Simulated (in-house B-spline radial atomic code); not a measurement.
# Nd in a hard spherical wall

What does confinement do to Nd? The free system is solved first, then the same system inside hard walls. More than one configuration is followed.

The numbers are computed with in-house B-spline radial atomic code version 1 (non-relativistic LDA (Slater, VWN5), spherical fractional occupations, point nucleus, basis-set limit), except any that are marked as measured or tabulated.

## (1) Starting point

- element: neodymium (Z = 60)
- charge: 0
- electrons: 60
- configuration: [Xe] 4f4 6s2
- Hamiltonian: non-relativistic
- nucleus: point

Outer shells as boxes (Hund's rule):

[Xe] 4f4 6s2
```
[Xe] core
4f [↑ ][↑ ][↑ ][↑ ][  ][  ][  ]
6s [↑↓]
```

The boxes only draw the filling; these runs are spin-restricted and spherical.

## (2) The free system

Settings of the run:

```ini
Z = 60
electrons = 60.0
configuration = [Xe] 4f4 6s2
hamiltonian = nr
method = lda,vwn
spin_polarised = False
```

## (3) Wall at 7.6 bohr, configuration [Xe] 4f4 6s2

Changes to the settings of step 2:

```diff
@@ -6 +6,2 @@
 spin_polarised = False
+wall_radius = 7.6
```

## (4) Wall at 4.08 bohr, configuration [Xe] 4f4 6s2

Changes to the settings of step 3:

```diff
@@ -6,2 +6,2 @@
 spin_polarised = False
-wall_radius = 7.6
+wall_radius = 4.08
```

## (5) Wall at 2.67 bohr, configuration [Xe] 4f4 6s2

Changes to the settings of step 4:

```diff
@@ -6,2 +6,2 @@
 spin_polarised = False
-wall_radius = 4.08
+wall_radius = 2.67
```

## (6) Wall at 1.59 bohr, configuration [Xe] 4f4 6s2

Changes to the settings of step 5:

```diff
@@ -6,2 +6,2 @@
 spin_polarised = False
-wall_radius = 2.67
+wall_radius = 1.59
```

## (7) Wall at 7.6 bohr, configuration [Xe] 4f4 5d1 6s1

Settings of the run:

```ini
Z = 60
electrons = 60.0
configuration = [Xe] 4f4 5d1 6s1
hamiltonian = nr
method = lda,vwn
spin_polarised = False
wall_radius = 7.6
```

## (8) Wall at 4.08 bohr, configuration [Xe] 4f4 5d1 6s1

Changes to the settings of step 7:

```diff
@@ -6,2 +6,2 @@
 spin_polarised = False
-wall_radius = 7.6
+wall_radius = 4.08
```

## (9) Wall at 2.67 bohr, configuration [Xe] 4f4 5d1 6s1

Changes to the settings of step 8:

```diff
@@ -6,2 +6,2 @@
 spin_polarised = False
-wall_radius = 4.08
+wall_radius = 2.67
```

## (10) Wall at 1.59 bohr, configuration [Xe] 4f4 5d1 6s1

Changes to the settings of step 9:

```diff
@@ -6,2 +6,2 @@
 spin_polarised = False
-wall_radius = 2.67
+wall_radius = 1.59
```

## (11) Wall at 7.6 bohr, configuration [Kr] 4d10 4f4 5s2 5p5 6s2 6d1

Settings of the run:

```ini
Z = 60
electrons = 60.0
configuration = [Kr] 4d10 4f4 5s2 5p5 6s2 6d1
hamiltonian = nr
method = lda,vwn
spin_polarised = False
wall_radius = 7.6
```

## (12) Wall at 4.08 bohr, configuration [Kr] 4d10 4f4 5s2 5p5 6s2 6d1

Changes to the settings of step 11:

```diff
@@ -6,2 +6,2 @@
 spin_polarised = False
-wall_radius = 7.6
+wall_radius = 4.08
```

## (13) Wall at 2.67 bohr, configuration [Kr] 4d10 4f4 5s2 5p5 6s2 6d1

Changes to the settings of step 12:

```diff
@@ -6,2 +6,2 @@
 spin_polarised = False
-wall_radius = 4.08
+wall_radius = 2.67
```

## (14) Wall at 1.59 bohr, configuration [Kr] 4d10 4f4 5s2 5p5 6s2 6d1

Changes to the settings of step 13:

```diff
@@ -6,2 +6,2 @@
 spin_polarised = False
-wall_radius = 2.67
+wall_radius = 1.59
```

Before running: What do the energy and the highest level do as the wall closes in, and which configuration is lower at each radius?

**Answer**, as computed:

| configuration | radius (bohr) | energy above the free system (eV) | pressure (GPa) | highest level (eV) |
| --- | --- | --- | --- | --- |
| [Xe] 4f4 6s2 | 7.6 | 1.107 | 1.43 | -2.233 (6s) |
| [Xe] 4f4 6s2 | 4.08 | 30.865 | 186 | 14.939 (6s) |
| [Xe] 4f4 6s2 | 2.67 | 220.51 | 4443 | 87.802 (6s) |
| [Xe] 4f4 6s2 | 1.59 | 1927.65 | 163423 | 496.21 (6s) |
| [Xe] 4f4 5d1 6s1 | 7.6 | 1.981 | 1.09 | -0.491 (5d) |
| [Xe] 4f4 5d1 6s1 | 4.08 | 23.102 | 135 | 15.650 (6s) |
| [Xe] 4f4 5d1 6s1 | 2.67 | 171.04 | 3605 | 88.108 (6s) |
| [Xe] 4f4 5d1 6s1 | 1.59 | 1654.82 | 146060 | 496.23 (6s) |
| [Kr] 4d10 4f4 5s2 5p5 6s2 6d1 | 7.6 | 29.472 | 3.97 | 4.755 (6d) |
| [Kr] 4d10 4f4 5s2 5p5 6s2 6d1 | 4.08 | 85.377 | 303 | 39.359 (6d) |
| [Kr] 4d10 4f4 5s2 5p5 6s2 6d1 | 2.67 | 347.87 | 5718 | 136.37 (6d) |
| [Kr] 4d10 4f4 5s2 5p5 6s2 6d1 | 1.59 | 2330.80 | 181893 | 570.54 (6d) |

**Reading.** For [Xe] 4f4 6s2 the energy above the free reference is 1.107 eV at 7.6 bohr and 1927.65 eV at 1.59 bohr, where the electrons press on it with 163423 GPa. Its highest level passes zero between 7.6 and 4.08 bohr; in smaller spheres the level is positive, pushed up by confinement, and the wall keeps the electron in. The order of [Xe] 4f4 6s2 and [Xe] 4f4 5d1 6s1 turns between 7.6 and 4.08 bohr, so at equal radius strong confinement favours [Xe] 4f4 5d1 6s1. At 1.59 bohr the lowest of all 3 is [Xe] 4f4 5d1 6s1. A hard wall is a crude model of an atom's surroundings.
